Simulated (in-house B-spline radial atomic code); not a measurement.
# Yb⁺: binding energies from hole states

Wanted: ΔSCF binding energies of Yb⁺.

Program: in-house B-spline radial atomic code version 1. Level of theory: Dirac-Coulomb PBE, spherical fractional occupations, Fermi nucleus, basis-set limit. These are calculated values, not measurements, unless marked.

**1. What is computed**

| Item | Value |
| --- | --- |
| element | ytterbium (Z = 70) |
| charge | +1 |
| electrons | 69 |
| configuration | [Xe] 4f14 6s1 |
| Hamiltonian | Dirac-Coulomb |
| nucleus | Fermi, rms radius 5.311 fm |

Outer shells as boxes (Hund's rule):

[Xe] 4f14 6s1
```
[Xe] core
4f [↑↓][↑↓][↑↓][↑↓][↑↓][↑↓][↑↓]
6s [↑ ]
```

The boxes only draw the filling; these runs are spin-restricted and spherical.

Settings of the run:

```ini
Z = 70
electrons = 69.0
configuration = [Xe] 4f14 6s1
hamiltonian = dirac
method = pbe,pbe
spin_polarised = False
nucleus = fermi
rms_radius = 5.3108
mass_number = 174
atomic_mass = 173.938867545
speed_of_light = 137.035999084
```

This reference run was done before. Its total energy is -14074.043199 hartree, and its levels are (the highest eight at most):

```
orbital  occupation  energy (eV)  <r> (bohr)
  4d3/2           4      -189.78      0.5535
  4d5/2           6      -180.63      0.5650
  5s1/2           2      -61.597       1.209
  5p1/2           2      -38.582       1.367
  5p3/2           4      -32.488       1.484
  4f5/2           6      -10.475      0.7742
  6s1/2           1       -9.274       3.545
  4f7/2           8       -9.157      0.7973
```

**2. The 4f5/2 hole**

In configurations, a minus sign after the shell means j = l − 1/2 and a plus sign j = l + 1/2; the count of electrons follows.

Settings of the run:

```ini
Z = 70
electrons = 68.0
configuration = 1s2 2s2 2p6 3s2 3p6 3d10 4s2 4p6 4d10 4f-5 4f+8 5s2 5p6 6s1
hamiltonian = dirac
method = pbe,pbe
spin_polarised = False
nucleus = fermi
rms_radius = 5.3108
mass_number = 174
atomic_mass = 173.938867545
speed_of_light = 137.035999084
```

**3. The 4f7/2 hole**

Settings: those of step 2 with these lines changed.

```diff
@@ -2,3 +2,3 @@
 electrons = 68.0
-configuration = 1s2 2s2 2p6 3s2 3p6 3d10 4s2 4p6 4d10 4f-5 4f+8 5s2 5p6 6s1
+configuration = 1s2 2s2 2p6 3s2 3p6 3d10 4s2 4p6 4d10 4f-6 4f+7 5s2 5p6 6s1
 hamiltonian = dirac
```

**4. The 5s hole**

Settings: those of step 3 with these lines changed.

```diff
@@ -2,3 +2,3 @@
 electrons = 68.0
-configuration = 1s2 2s2 2p6 3s2 3p6 3d10 4s2 4p6 4d10 4f-6 4f+7 5s2 5p6 6s1
+configuration = 1s2 2s2 2p6 3s2 3p6 3d10 4s2 4p6 4d10 4f14 5s1 5p6 6s1
 hamiltonian = dirac
```

**5. The 5p1/2 hole**

Settings: those of step 4 with these lines changed.

```diff
@@ -2,3 +2,3 @@
 electrons = 68.0
-configuration = 1s2 2s2 2p6 3s2 3p6 3d10 4s2 4p6 4d10 4f14 5s1 5p6 6s1
+configuration = 1s2 2s2 2p6 3s2 3p6 3d10 4s2 4p6 4d10 4f14 5s2 5p-1 5p+4 6s1
 hamiltonian = dirac
```

**6. The 5p3/2 hole**

Settings: those of step 5 with these lines changed.

```diff
@@ -2,3 +2,3 @@
 electrons = 68.0
-configuration = 1s2 2s2 2p6 3s2 3p6 3d10 4s2 4p6 4d10 4f14 5s2 5p-1 5p+4 6s1
+configuration = 1s2 2s2 2p6 3s2 3p6 3d10 4s2 4p6 4d10 4f14 5s2 5p-2 5p+3 6s1
 hamiltonian = dirac
```

**7. The 6s hole**

Settings: those of step 6 with these lines changed.

```diff
@@ -2,3 +2,3 @@
 electrons = 68.0
-configuration = 1s2 2s2 2p6 3s2 3p6 3d10 4s2 4p6 4d10 4f14 5s2 5p-2 5p+3 6s1
+configuration = 1s2 2s2 2p6 3s2 3p6 3d10 4s2 4p6 4d10 4f14 5s2 5p6
 hamiltonian = dirac
```

Q: What does each hole state cost in eV, and how does that compare with the orbital energies or single holes?

The runs gave:

| hole | ΔSCF (eV) | with Breit, QED, recoil (eV) | −ε of the parent (eV) | −ε less ΔSCF (eV) |
| --- | --- | --- | --- | --- |
| 4f5/2 | 18.712 | 18.793 | 10.475 | -8.24 |
| 4f7/2 | 17.317 | 17.453 | 9.157 | -8.16 |
| 5s | 68.600 | 68.387 | 61.597 | -7.00 |
| 5p1/2 | 45.135 | 45.000 | 38.582 | -6.55 |
| 5p3/2 | 38.732 | 38.673 | 32.488 | -6.24 |
| 6s | 12.246 | 12.224 | 9.274 | -2.97 |

**Reading.** With PBE the orbital energies fall short of the binding energies, by 7.0 eV for 5s: an electron's repulsion with itself pushes the levels up, so −ε is no binding energy here. The spin-orbit splitting of the 4f hole is 1.34 eV with those corrections. Values are for the free ion, measured from the vacuum level.
